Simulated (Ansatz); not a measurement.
# TaTe (rocksalt): the equilibrium volume

At what volume is TaTe (rocksalt) free of pressure? This structure was made by substitution into a known type, so it needn't be the compound's stable form.

Computed with Ansatz 0.2.0 (DFT PBE, scalar-relativistic, plane waves, PAW, unless a step's input says otherwise).

2 further runs of the same task are left out: 1 that didn't finish, 1 set aside as unsound or not needed.

### Step 1. The starting structure

It takes space group Fm-3m (No. 225, cubic). Conventional cell: a = 5.780 Å, b = 5.780 Å, c = 5.780 Å, α = 90.00°, β = 90.00°, γ = 90.00°. Around Ta (site symmetry m-3m) lie 6 Te at 2.89 Å. Around Te (site symmetry m-3m) lie 6 Ta at 2.89 Å.

Structure file:

```xyz
2
Lattice="0.0000 2.8900 2.8900 2.8900 0.0000 2.8900 2.8900 2.8900 0.0000" Properties=species:S:1:pos:R:3 pbc="T T T"
Ta    2.8900    2.8900    2.8900
Te    0.0000    0.0000    0.0000
```

The moments start at Ta 2.00 μB.

### Step 2. The first run

Input file input.yaml:

```yaml
crystal:
  lattice:
    - [0.0, 2.89, 2.89]
    - [2.89, 0.0, 2.89]
    - [2.89, 2.89, 0.0]
  atoms:
    - { symbol: Ta, position: [0.5, 0.5, 0.5], spin: 2.0 }
    - { symbol: Te, position: [0.0, 0.0, 0.0] }
basis:
  ecutwfc: 420
  ecutrho_ratio: 4
kpoints:
  mp_grid: { grid: [10, 10, 10] }
hamiltonian:
  xc: pbe
scf:
  occupations: { method: gaussian, width: 0.05 }
output:
  forces: true
  stress: true
  eigenvalues: true
  populations: true
magnetization:
  spin_polarized: true
```

Run with:

```bash
> ansatz run input.yaml --threads 2 --pin off --max-ram 2662MiB --backend cpu --events-out ev --progress --plain --runs-dir out
```

After this run come: A step to a new volume; A step to a new volume; A step to a new volume.

**Question.** What will these runs give? Wanted: volume; pressure; conventional cell; gap on the mesh; spin moments in spheres.

The runs gave:

```
               quantity                                                                      value
                 volume                                                             23.099 Å³/atom
               pressure                                                                   0.00 GPa
      conventional cell  a = 5.696 Å, b = 5.696 Å, c = 5.696 Å, α = 90.00°, β = 90.00°, γ = 90.00°
        gap on the mesh                                                               none (metal)
spin moments in spheres                                                                 Ta 0.12 μB
```

From the first run shown, the volume went from 24.14 to 23.10 Å³/atom (-4.3 %) in 4 runs, where the pressure is zero within 0.01 GPa. Another start or magnetic order reached a lower energy, so these numbers don't belong to the lowest state found. Spin–orbit coupling is left out, though the cell holds Ta; in elements this heavy it can shift levels and gaps by tenths of an eV.
